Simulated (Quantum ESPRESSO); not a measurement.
The system is AlBN.

```
Al B N
1.0
     2.64562    0.00000    0.00000
     0.00000    2.64562    0.00000
     0.00000    0.00000    5.40264
Al B N
1 1 1
Direct
  0.50000 0.50000 0.00000
  0.50000 0.50000 0.50000
  0.00000 0.00000 0.00000
```

The cell was built by a generator and needn't be a form met in nature.

* Program: Quantum ESPRESSO 7.5
* Task: phonons
* Functional: PBEsol
* Potentials or basis: GBRV 1.5 PBEsol
* Cutoff: 612 eV
* Density cutoff: 4898 eV
* k mesh: 8 × 8 × 4, shifted
* Occupations: fermi-dirac, width 0.05 eV
* Spin: no spin polarisation
* Mixing beta: 0.5
* Most SCF iterations: 120
* SCF threshold: 6e-10 Ry

The cell and the atoms were relaxed first, to 12.30 Å³/atom (a = 2.631 Å, b = 2.631 Å, c = 5.328 Å, α = 90.00°, β = 90.00°, γ = 90.00°), and the response was taken there.

Where do the zone-centre optical modes lie?

Eu at 153i cm⁻¹ (IR); A2u at 222 cm⁻¹ (IR); A2u at 329 cm⁻¹ (IR); Eu at 790 cm⁻¹ (IR). Imaginary frequencies mark an instability of this cell.

Optical modes at Γ, degenerate ones joined:
```
cm⁻¹  components  symmetry  active in
153i           2        Eu         IR
 222           1       A2u         IR
 329           1       A2u         IR
 790           2        Eu         IR
```

Caveat: the mesh is thin for the phonons of a metal; some modes are imaginary; the layers were relaxed without a dispersion term, so their spacing and the soft interlayer modes are unreliable.
